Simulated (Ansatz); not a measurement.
# Ca: a tetragonal deformation path

One table from this session's results is given with a row withheld; the runs are named, their logs left out.

Computed with Ansatz 0.2.0 (DFT PBEsol, scalar-relativistic, plane waves, PAW, unless a step's input says otherwise).

**The structure to begin with**

It takes space group Fm-3m (No. 225, cubic). The conventional cell has a = 5.588 Å, b = 5.588 Å, c = 5.588 Å, α = 90.00°, β = 90.00°, γ = 90.00°. Ca (site symmetry m-3m) has 12 Ca at 3.95 Å in its first shell of neighbours.

Structure file:

```cif
data_structure
_symmetry_space_group_name_H-M 'Fm-3m'
_symmetry_Int_Tables_number 225
_cell_length_a 5.5884
_cell_length_b 5.5884
_cell_length_c 5.5884
_cell_angle_alpha 90.000
_cell_angle_beta 90.000
_cell_angle_gamma 90.000
_cell_volume 174.53
loop_
_atom_site_label
_atom_site_type_symbol
_atom_site_symmetry_multiplicity
_atom_site_Wyckoff_symbol
_atom_site_fract_x
_atom_site_fract_y
_atom_site_fract_z
_atom_site_occupancy
Ca1 Ca 4 a 0.00000 0.00000 0.00000 1
```

The cell is taken as given, not relaxed at this level.

**The reference cell**

The reference gives a free energy of -1793.7283 eV, pressure -1.16 GPa, largest force 0.000 eV/Å and gap on the mesh none (metal). It was computed beforehand with the settings of the runs below.

Set-up of the first run:

At fixed volume and fractional coordinates, lengths along (0.000, 0.000, 1.000) are scaled against those across it; ρ is that ratio over its starting value.

input.yaml reads:

```yaml
crystal:
  lattice:
    - [0.0, 3.1365413478, 2.2175347329]
    - [3.1365413478, 0.0, 2.2175347329]
    - [3.1365413478, 3.1365413478, 0.0]
  atoms:
    - { symbol: Ca, position: [0.0, 0.0, 0.0] }
basis:
  ecutwfc: 420
kpoints:
  mp_grid: { grid: [16, 16, 16] }
hamiltonian:
  xc: pbesol
scf:
  occupations: { method: gaussian, width: 0.15 }
output:
  forces: true
  stress: true
  eigenvalues: true
  write_density: true
  write_potential: true
  elf: true
  volumetric_format: npy
```

Command:

```bash
$ ansatz run input.yaml --threads 1 --pin off --max-ram 2560MiB --backend cpu --events-out ev --progress --plain --runs-dir out
```

Among the steps run: Point ρ = 0.707; At ρ = 1.414; Point ρ = 0.850; Point ρ = 1.200; ρ = 0.780; Point ρ = 1.300; Point ρ = 0.920; At ρ = 1.100; ρ = 0.650; Point ρ = 1.500; Point ρ = 0.960; At ρ = 1.050.

One of the session's tables, all rows but one given; the rest of the session is left out.

| ρ | ΔE (meV/atom) | pressure (GPa) |
| --- | --- | --- |
| 0.650 | 15.6 | -1.2 |
| 0.707 | 15.2 | -1.2 |
| 0.780 | 13.0 | -1.2 |
| 0.850 | 8.3 | -1.2 |
| 0.920 | 3.1 | -1.2 |
| 0.960 | 0.9 | -1.2 |
| 1.000 | 0.0 | -1.2 |
| 1.050 | 1.8 | -1.2 |
| 1.100 | 8.1 | -1.2 |
| 1.200 | 36.7 | -1.2 |
| 1.300 | 83.2 | -1.1 |
| 1.414 | ? | ? |
| 1.500 | 233.5 | -0.8 |

**Question.** Estimate the row for ρ = 1.414.

Worked estimate for «ΔE (meV/atom)». A straight line through the neighbours (1.300, 83.2) and (1.500, 233.5) gives 83.2 + (233.5 − 83.2) × (1.414 − 1.300) / (1.500 − 1.300) = 168.9; a parabola fitted to 3 rows on both sides gives 159.5.

**Answer.** ΔE (meV/atom): 160.4; pressure (GPa): -1.0. In «ΔE (meV/atom)» the line misses by +8.5 and the parabola by -0.9.
